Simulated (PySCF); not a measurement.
# C6H6ClF: the cost of one run

Computed with PySCF 2.14.0, with density-fitted response routines of our own, on a single molecule in the gas phase. Atoms count from 0, in the outputs and in this text.

### 1 The molecule as given

14 atoms, charge 0, multiplicity 1; geometry from: GFN2-xTB.

Bonds of the start (Å): F0–C1 1.34, C1–C2 1.33, C2–C3 1.43, C3–C4 1.35, C4–Cl5 1.70, C4–C6 1.50, C6–C7 1.55, C7–C3 1.52, C1–H8 1.08, C2–H9 1.08, C6–H10 1.09, C6–H11 1.09, C7–H12 1.09, C7–H13 1.09.

### 2 TDDFT and polarisability: CAM-B3LYP/def2-SVPD

The job: settings as JSON, then the geometry in Å.

```
{"job": {"kind": "uv", "xc": "CAM-B3LYP", "basis": "def2-SVPD", "nstates": 8, "ntriplets": 3}, "charge": 0, "multiplicity": 1}
F      3.332317    -0.823640    -1.393265
C      2.159832    -0.802080    -0.741365
C      1.308626     0.211871    -0.869556
C      0.052616     0.263971    -0.190105
C     -0.964662     1.143430    -0.144648
Cl    -1.270108     2.647979    -0.880191
C     -1.801099     0.344519     0.810620
C     -0.639402    -0.681104     0.771604
H      2.015250    -1.680817    -0.130653
H      1.558356     1.044608    -1.511888
H     -1.973803     0.812250     1.777714
H     -2.747302    -0.012780     0.409537
H     -0.904079    -1.647637     0.349444
H     -0.127221    -0.821043     1.720588
```

Method: TDDFT CAM-B3LYP/def2-SVPD, vertical, gas phase, core orbitals frozen in the response.

Run with:

```console
> OMP_NUM_THREADS=1 python probes_run.py task.json out
```

This one command runs all jobs of the session in turn.

**Question.** How long does this job take on 1 thread of Arm Neoverse N1, shared host, and how much memory does it need?

About 81 s, with a peak of 0.98 GiB.
